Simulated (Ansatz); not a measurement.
Task: an equation of state with a fit of Na3Al, space group Fm-3m, with Ansatz's Python interface. Give the script and its output. Level of theory (first run): PBE, PAW, cutoff 470 eV, 5×5×5 k-points, cold smearing of 0.1 eV.

```
Na Al
1.0
     0.00000    3.83300    3.83300
     3.83300    0.00000    3.83300
     3.83300    3.83300    0.00000
Na Al
3 1
Direct
  0.25000 0.25000 0.25000
  0.75000 0.75000 0.75000
  0.50000 0.50000 0.50000
  0.00000 0.00000 0.00000
```

The script, `eos_na3al.py`:
```python
"""Equation of state of Na3Al."""

import warnings

import ansatz
import numpy as np

params = {
    "ecut": 470,
    "smearing": "cold",
    "kmesh": (5, 5, 5),
}

VECTORS = np.array([
    [0.0, 3.833004, 3.833004],
    [3.833004, 0.0, 3.833004],
    [3.833004, 3.833004, 0.0],
])
SITES = [
    ("Na", (0.25, 0.25, 0.25)),
    ("Na", (0.75, 0.75, 0.75)),
    ("Na", (0.5, 0.5, 0.5)),
    ("Al", (0.0, 0.0, 0.0)),
]


def build(cell):
    crystal = ansatz.Crystal(lattice=ansatz.Lattice.of(cell))
    for symbol, position in SITES:
        crystal = crystal.atom(symbol, position)
    return crystal

warnings.simplefilter("ignore", ansatz.DeckWarning)

# scale the volume, keep shape and fractions
volumes, energies, pressures = [], [], []
for scale in np.linspace(0.92, 1.08, 7):
    cell = VECTORS * scale ** (1 / 3)
    calc = (
        build(cell).calculation()
        .functional(ansatz.Functional.PBE)
        .pseudopotentials("paw")
        .basis(params["ecut"])
        .occupations(params["smearing"])
        .kpoints(*params["kmesh"])
        .stress()
    )
    rep = calc.run(threads=1).report
    volumes.append(abs(np.linalg.det(cell)) / len(SITES))
    energies.append(rep["free_energy_ev"] / len(SITES))
    pressures.append(np.trace(rep["stress_gpa"]) / 3)
    print(f"V = {volumes[-1]:8.4f} A^3/atom  F = {energies[-1]:.5f} eV/atom  P = {pressures[-1]:8.3f} GPa")

# third-order Birch-Murnaghan: a cubic in V^(-2/3)
x = np.array(volumes) ** (-2 / 3)
poly = np.polynomial.Polynomial.fit(x, energies, 3).convert()
roots = poly.deriv().roots()
x0 = min((r.real for r in roots if abs(r.imag) < 1e-9 and poly.deriv(2)(r.real) > 0), key=lambda r: abs(r - x.mean()))
v0 = x0 ** -1.5
b0 = 4 / 9 * poly.deriv(2)(x0) * v0 ** (-7 / 3) * 160.21766
b1 = 4 + 2 / 3 * x0 * poly.deriv(3)(x0) / poly.deriv(2)(x0)
print(f"V0 = {v0:.4f} A^3/atom, B0 = {b0:.1f} GPa, dB/dP = {b1:.2f}")
```

Output of `python eos_na3al.py`:
```text
V =  25.9045 A^3/atom  F = -1249.01063 eV/atom  P =    1.632 GPa
V =  26.6554 A^3/atom  F = -1249.01689 eV/atom  P =    1.053 GPa
V =  27.4062 A^3/atom  F = -1249.02062 eV/atom  P =    0.550 GPa
V =  28.1571 A^3/atom  F = -1249.02214 eV/atom  P =    0.112 GPa
V =  28.9079 A^3/atom  F = -1249.02175 eV/atom  P =   -0.270 GPa
V =  29.6588 A^3/atom  F = -1249.01969 eV/atom  P =   -0.602 GPa
V =  30.4097 A^3/atom  F = -1249.01617 eV/atom  P =   -0.892 GPa
V0 = 28.3670 A^3/atom, B0 = 14.8 GPa, dB/dP = 4.19
```

A third-order Birch-Murnaghan fit through the 7 points has its minimum at 28.37 Å³ an atom, 0.7 % above the typed cell, with a bulk modulus of 15 GPa and dB/dP = 4.2. From that minimum the energy rises by 11.6 meV an atom on the compressed side and 6.0 meV on the expanded side.

Caveats:
- Total energies depend on the potentials; only differences at equal settings carry meaning.
- For a metal this k-point mesh is coarse: on a finer one energies can move by several to tens of meV an atom and pressures by half a GPa or more, differences at one mesh by less.
- Pressure is positive in compression.
- This cell is a computed structure, which may not be the phase found in nature.
- Wall time of the script: 9.1 s on 1 thread of Arm Neoverse V1 (shared host), peak memory 0.39 GiB.

(Lines on the test bed's own set-up are left out of the output.)
